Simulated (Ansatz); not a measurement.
# CH3FOSSi: basis-set convergence

Aim: see how fast density functionals converge with the basis set for CH3FOSSi.

Program: Ansatz 0.2.0, Gaussian basis. Level of theory: one geometry, several basis sets. These are calculated values, not measurements.

Levels to be run: PBE0-D4/def2-SVP; ωB97M-V/def2-SVP; PBE0-D4/def2-QZVPP; ωB97M-V/def2-QZVPP; the functionals' def2-TZVPP values are taken from earlier runs.

## 1. The geometry

An earlier PBE0-D4 in a triple-zeta def2 set relaxation fixed the geometry.

SMILES `OC1(F)[SiH2]S1`, 8 atoms, charge 0, spin multiplicity 1.

Atoms are counted from 1 here; the program's logs count them from 0.

Bond lengths: O1–C2 1.353 Å, O1–H6 0.966 Å, C2–F3 1.366 Å, C2–Si4 1.854 Å, C2–S5 1.876 Å, Si4–S5 2.104 Å, Si4–H7 1.479 Å, Si4–H8 1.479 Å. Angles: C2–O1–H6 109.5°, O1–C2–F3 110.8°, O1–C2–Si4 121.8°, O1–C2–S5 117.5°, F3–C2–Si4 120.1°, F3–C2–S5 111.1°, Si4–C2–S5 68.7°, C2–Si4–S5 56.2°, C2–Si4–H7 118.6°, C2–Si4–H8 119.6°, S5–Si4–H7 118.2°, S5–Si4–H8 118.9°, H7–Si4–H8 113.8°, C2–S5–Si4 55.2°.

Coordinates:

```mol
CH3FOSSi
  3D, bonds by distance, orders not assigned

  8  8  0  0  0  0  0  0  0  0999 V2000
    0.1977    0.5812    1.5541 O   0  0
    0.4808    0.2772    0.2662 C   0  0
    1.8293    0.2842    0.0515 F   0  0
   -0.6147   -0.8295   -0.7392 Si  0  0
   -0.4198    1.2393   -1.0695 S   0  0
    0.4781    1.4868    1.7406 H   0  0
    0.0111   -1.7532   -1.7094 H   0  0
   -1.8704   -1.3433   -0.1503 H   0  0
  1  2  8  0
  2  3  8  0
  2  4  8  0
  4  5  8  0
  1  6  8  0
  4  7  8  0
  4  8  8  0
  2  5  8  0
M  END
```

## 2. PBE0-D4 in def2-SVP

File in.yaml:

```yaml
crystal:
  periodic: [false, false, false]
  atoms:
    - {symbol: O, position_ang: [0.197694, 0.581231, 1.554106]}
    - {symbol: C, position_ang: [0.480812, 0.277240, 0.266241]}
    - {symbol: F, position_ang: [1.829338, 0.284244, 0.051466]}
    - {symbol: Si, position_ang: [-0.614708, -0.829534, -0.739151]}
    - {symbol: S, position_ang: [-0.419849, 1.239291, -1.069482]}
    - {symbol: H, position_ang: [0.478080, 1.486794, 1.740568]}
    - {symbol: H, position_ang: [0.011119, -1.753174, -1.709365]}
    - {symbol: H, position_ang: [-1.870386, -1.343289, -0.150284]}
basis:
  gaussian: {orbitals: def2-SVP}
hamiltonian: {xc: pbe0, dispersion: d4}
output: {orbitals: {seedname: orbitals}}
```

The run is started by

```console
> ansatz run in.yaml --threads 2 --pin off --events-out ev --progress --plain --max-ram 4352MiB
```

The runs that follow: ωB97M-V in def2-SVP; PBE0-D4 in def2-QZVPP; ωB97M-V in def2-QZVPP.

Q: Predict the results of all the runs planned. Wanted: PBE0-D4: double and triple zeta above quadruple; ωB97M-V: double and triple zeta above quadruple.

The runs gave:

| quantity | value |
| --- | --- |
| PBE0-D4: double and triple zeta above quadruple | 14.54, 0.90 eV |
| ωB97M-V: double and triple zeta above quadruple | 14.61, 0.85 eV |

**Reading.** For PBE0-D4 the step from double to triple zeta gains 13.64 eV and the next only 0.90 eV. These are total energies; as a rule much of such shifts cancels in differences, which this series doesn't test. The LUMO of ωB97M-V is positive and keeps falling with the basis (1.46 to 0.70 eV): an unbound level that the basis holds in place.
